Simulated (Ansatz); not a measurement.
**LuPb2: pressure up to the limit of the methods**

One table from this session's results is given with a row withheld; the runs are named, their logs left out.

Method: DFT LDA, with the methods named in each step, in Ansatz 0.2.0.

2 further runs of the same task are left out: 2 that didn't finish.

### The system as given

Symmetry: I4/mmm, No. 139, tetragonal system. Conventional cell: a = 3.706 Å, b = 3.706 Å, c = 13.120 Å, α = 90.00°, β = 90.00°, γ = 90.00°. Lu (site symmetry 4/mmm) has 8 Pb at 3.42 Å and 4 Lu at 3.71 Å as nearest neighbours. Pb (site symmetry 4mm) is surrounded by 8 Pb at 3.41 to 3.71 Å and 4 Lu at 3.42 Å.

As a file:

```
Lu Pb
1.0
    -1.85305    1.85305    6.56000
     1.85305   -1.85305    6.56000
     1.85305    1.85305   -6.56000
Lu Pb
1 2
Direct
  0.00000 0.00000 0.00000
  0.33300 0.33300 0.00000
  0.66700 0.66700 0.00000
```

Whether this phase is the stable one at these pressures isn't tested.

Atoms are numbered in the order of the input: Lu1, Pb2, Pb3.

The first run:

Contents of input.yaml:

```yaml
crystal:
  lattice:
    - [-1.85305, 1.85305, 6.56]
    - [1.85305, -1.85305, 6.56]
    - [1.85305, 1.85305, -6.56]
  atoms:
    - { symbol: Lu, position: [0.0, 0.0, 0.0] }
    - { symbol: Pb, position: [0.333, 0.333, 0.0] }
    - { symbol: Pb, position: [0.667, 0.667, 0.0] }
kpoints:
  mp_grid: { grid: [14, 14, 14] }
  band_path:
    path:
      - [0.0, 0.0, 0.0]
      - [0.0, 0.0, 0.5]
      - [0.25, 0.25, 0.25]
      - [0.0, 0.5, 0.0]
      - [0.0, 0.0, 0.0]
      - [0.5, 0.5, -0.5]
      - [0.2699483328, 0.7300516672, -0.2699483328]
      - [-0.2699483328, 0.2699483328, 0.2699483328]
      - [0.0, 0.0, 0.0]
    npoints: 14
scf:
  occupations: { method: fermi_dirac, width: 0.05 }
hamiltonian:
  xc: lda
  pseudopotentials: { kind: all_electron, lapw: { basis_error: 0.001 } }
output:
  forces: true
  stress: true
  eigenvalues: true
  populations: true
```

The run is started by

```sh
> ansatz run input.yaml --threads 1 --pin off --max-ram 3072MiB --backend cpu --events-out ev --progress --plain --runs-dir out
```

Among the steps run: The reference volume, LAPW; Volume scaled by 1, PAW; Volume scaled by 0.9, LAPW; Volume scaled by 0.9, PAW; Volume scaled by 0.7, LAPW; Volume scaled by 0.7, PAW; Volume scaled by 0.4, LAPW; Volume scaled by 0.4, PAW.

One table of the session follows, with a row left open; its other results are not shown here.

| method | volume over the first | volume (Å³/atom) | pressure (GPa) | largest force (eV/Å) |
| --- | --- | --- | --- | --- |
| LAPW | 1 | 30.034 | -5.43 | 0.389 |
| LAPW | 0.9 | 27.031 | -0.92 | 0.455 |
| LAPW | 0.7 | ? | ? | ? |
| LAPW | 0.4 | 12.014 | 297.15 | 4.983 |
| PAW | 1 | 30.034 | -5.43 | 0.388 |
| PAW | 0.9 | 27.031 | -0.92 | 0.454 |
| PAW | 0.7 | 21.024 | 23.65 | 0.875 |
| PAW | 0.4 | 12.014 | 297.42 | 4.995 |

Q: Estimate the row for LAPW, 0.7 from the others.

The run gave: volume (Å³/atom): 21.024; pressure (GPa): 23.65; largest force (eV/Å): 0.876.

Limits of these values: Warnings in the runs' records: gradients without spin orbit.
